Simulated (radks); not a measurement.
# S⁺ in [Ne] 3s2 3p3: an all-electron calculation

One table from this session's results is given with a row withheld; the runs are named, their logs left out.

Method: scalar-relativistic Kohn-Sham, LDA (Slater exchange, VWN5 correlation), spin-unpolarised, spherical densities, finite nucleus. Code: radks (a radial shooting solver on a logarithmic mesh, Libxc functionals) version 1.

## The atom as given

```
element            : sulfur (Z = 16)
charge             : +1
electrons          : 15
configuration      : [Ne] 3s2 3p3
nuclear rms radius : 3.2611 fm
```

The outer shells:

S⁺
```
[Ne] core
3s [↑↓]
3p [↑ ][↑ ][↑ ]
```

Set-up of the first run:

Input:

```text
Z 16
configuration [Ne] 3s2 3p3 4s0 3d0
relativity scalar-relativistic
functional lda,vwn5
spin unpolarised
nucleus finite rms 3.2611 fm
c 137.035999084
```

Started as:

```
python run_ks.py task.json out
```

The same process makes all the runs of this session.

Among the steps run: Self-consistent calculation.

One table of the session follows, with a row left open; its other results are not shown here.

It belongs to the step «Radial structure». From the orbitals of this run (lengths in bohr):

```
level      <r>  outermost maximum (interpolated)  90 % within  nodes
   1s  0.09715                            0.0635        0.174      0
   2s   0.4808                             0.389        0.754      1
   2p   0.4431                             0.325        0.739      0
   3s    1.636                              1.39         2.47      2
   3p    1.894                              1.54         2.94      1
   4s    4.703                              4.14         6.92      3
   3d        ?                                 ?            ?      ?
```

**Question.** Estimate the row for 3d.

As computed: <r>: 3.389; outermost maximum (interpolated): 2.48; 90 % within: 5.67; nodes: 0. In the column «<r>» it lies between 3p (1.894) and 4s (4.703).

Limits of these values: Spin polarisation and multiplet splitting are left out.
